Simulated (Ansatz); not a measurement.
**CH₅F₃Si₂: from a rough start to a minimum**

The task is to find a stationary geometry of CH₅F₃Si₂, check the end point by its vibrations and derive ideal-gas thermochemistry, and look at its orbitals and charge.

Method: RKS PBE0-D4/def2-TZVP; program: Ansatz 0.2.0, Gaussian basis.

Levels to be run: relaxation at PBE0-D4/def2-TZVP; harmonic vibrations at the same level; a single point in def2-TZVPP for the fields.

## (1) Where the work starts

SMILES `F[SiH2]C[SiH](F)F`, 11 atoms, charge 0, spin multiplicity 1.

Atoms are counted from 1 here; the program's logs count them from 0.

Bond lengths: F1–Si2 1.616 Å, Si2–C3 1.903 Å, Si2–H7 1.453 Å, Si2–H8 1.454 Å, C3–Si4 1.878 Å, C3–H9 1.091 Å, C3–H10 1.091 Å, Si4–F5 1.600 Å, Si4–F6 1.601 Å, Si4–H11 1.443 Å. Angles: F1–Si2–C3 105.8°, F1–Si2–H7 104.6°, F1–Si2–H8 104.7°, C3–Si2–H7 112.6°, C3–Si2–H8 112.5°, H7–Si2–H8 115.5°, Si2–C3–Si4 113.3°, Si2–C3–H9 109.0°, Si2–C3–H10 109.0°, Si4–C3–H9 109.6°, Si4–C3–H10 109.6°, H9–C3–H10 106.0°, C3–Si4–F5 109.6°, C3–Si4–F6 109.6°, C3–Si4–H11 119.4°, F5–Si4–F6 101.4°, F5–Si4–H11 107.7°, F6–Si4–H11 107.6°.

The start is a GFN2-xTB geometry.

## (2) Relaxation at PBE0-D4/def2-TZVP

File in.yaml:

```yaml
crystal:
  periodic: [false, false, false]
  atoms:
    - {symbol: F, position_ang: [-0.305280, 2.081760, -1.982320]}
    - {symbol: Si, position_ang: [0.175170, 1.451770, -0.573300]}
    - {symbol: C, position_ang: [-0.404300, -0.361180, -0.592460]}
    - {symbol: Si, position_ang: [0.061200, -1.307300, 0.961560]}
    - {symbol: F, position_ang: [1.639470, -1.199600, 1.201450]}
    - {symbol: F, position_ang: [-0.506370, -0.540760, 2.246950]}
    - {symbol: H, position_ang: [1.623100, 1.575820, -0.590970]}
    - {symbol: H, position_ang: [-0.507730, 2.243960, 0.436790]}
    - {symbol: H, position_ang: [-1.486500, -0.387170, -0.725600]}
    - {symbol: H, position_ang: [0.018720, -0.859910, -1.465180]}
    - {symbol: H, position_ang: [-0.307480, -2.697400, 1.083080]}
basis:
  gaussian: {orbitals: def2-TZVP}
hamiltonian: {xc: pbe0, dispersion: d4}
relax: {f_tol: 0.005, max_steps: 150}
```

The run is started by

```
> ansatz run in.yaml --threads 4 --pin off --events-out ev --progress --plain --max-ram 10444MiB
```

After this run come: Force constants and modes; Orbitals, density and potential.

Q: Predict the results of all the runs planned. Wanted: point group; shift from the start; total energy; dispersion term; dipole moment; lowest, highest wavenumber; zero-point energy; HOMO, LUMO.

**Answer**, as computed:

```
                  quantity            value
               point group               Cs
                     steps                8
shift from the start (rms)          0.066 Å
              total energy   -25019.3573 eV
           dispersion term         -212 meV
             dipole moment           1.61 D
lowest, highest wavenumber    17, 3104 cm⁻¹
         zero-point energy    39.2 kcal/mol
       entropy at 298.15 K  390.8 J/(mol K)
                HOMO, LUMO  -9.31, -0.01 eV
```

In words: The relaxed geometry lies 0.07 Å (rms) from the start; the bond that changed most is Si2–C3, from 1.903 to 1.863 Å. All wavenumbers are real, so the end point is a minimum. The stiffest mode, 3104 cm⁻¹, is a C–H stretch, and 3 modes under 200 cm⁻¹ make the vibrational entropy uncertain. Harmonic hybrid wavenumbers usually lie a few per cent above measured fundamentals. The largest Mulliken charge, +0.71 e, sits on Si4. The HOMO lies mostly on C3 32 %; H11 21 % and the LUMO on Si2 19 %; H7, H8 about 16 % each.
